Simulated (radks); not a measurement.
# Pt³⁺ in [Xe] 4f14 5d7: an all-electron calculation

The task here is to estimate one member of a computed series from the others.

Program: radks (a radial shooting solver on a logarithmic mesh, Libxc functionals) version 1. Level of theory: scalar-relativistic Kohn-Sham, PBEsol, spin-unpolarised, spherical densities, finite nucleus. These are calculated values, not measurements, unless marked.

## The atom as given

| Item | Value |
| --- | --- |
| element | platinum (Z = 78) |
| charge | +3 |
| electrons | 75 |
| configuration | [Xe] 4f14 5d7 |
| nuclear rms radius | 5.427 fm |

Outer shells as boxes (Hund's rule):

Pt³⁺
```
[Xe] core
4f [↑↓][↑↓][↑↓][↑↓][↑↓][↑↓][↑↓]
5d [↑↓][↑↓][↑ ][↑ ][↑ ]
```

Set-up of the first run:

The run's settings:

```text
Z 78
configuration [Xe] 4f14 5d7
relativity scalar-relativistic
functional pbe_sol,pbe_sol
spin unpolarised
nucleus finite rms 5.427 fm
c 137.035999084
```

One table of the session follows, with a row left open; its other results are not shown here.

It belongs to the step «Orbitals and density». Radial moments (bohr):

| level | <r> | outermost maximum (interpolated) | 90 % within | nodes |
| --- | --- | --- | --- | --- |
| 1s | 0.01716 | 0.0106 | 0.0313 | 0 |
| 2s | 0.07238 | 0.0612 | 0.112 | 1 |
| 2p | 0.06524 | 0.0506 | 0.106 | 0 |
| 3s | 0.1872 | 0.173 | 0.274 | 2 |
| 3p | 0.1882 | 0.172 | 0.281 | 1 |
| 3d | 0.1705 | 0.140 | 0.264 | 0 |
| 4s | 0.4152 | 0.390 | 0.595 | 3 |
| 4p | 0.4420 | 0.410 | 0.641 | 2 |
| 4d | 0.4683 | 0.418 | 0.699 | 1 |
| 5s | ? | ? | ? | ? |
| 4f | 0.5157 | 0.385 | 0.832 | 0 |
| 5p | 1.092 | 0.975 | 1.58 | 3 |
| 5d | 1.486 | 1.23 | 2.25 | 2 |

**Question.** Estimate the row for 5s.

**Answer.** <r>: 0.9490; outermost maximum (interpolated): 0.868; 90 % within: 1.36; nodes: 4. In the column «<r>» it lies between 4f (0.5157) and 5p (1.092).

Limits of these values: Spin polarisation and multiplet splitting are left out.
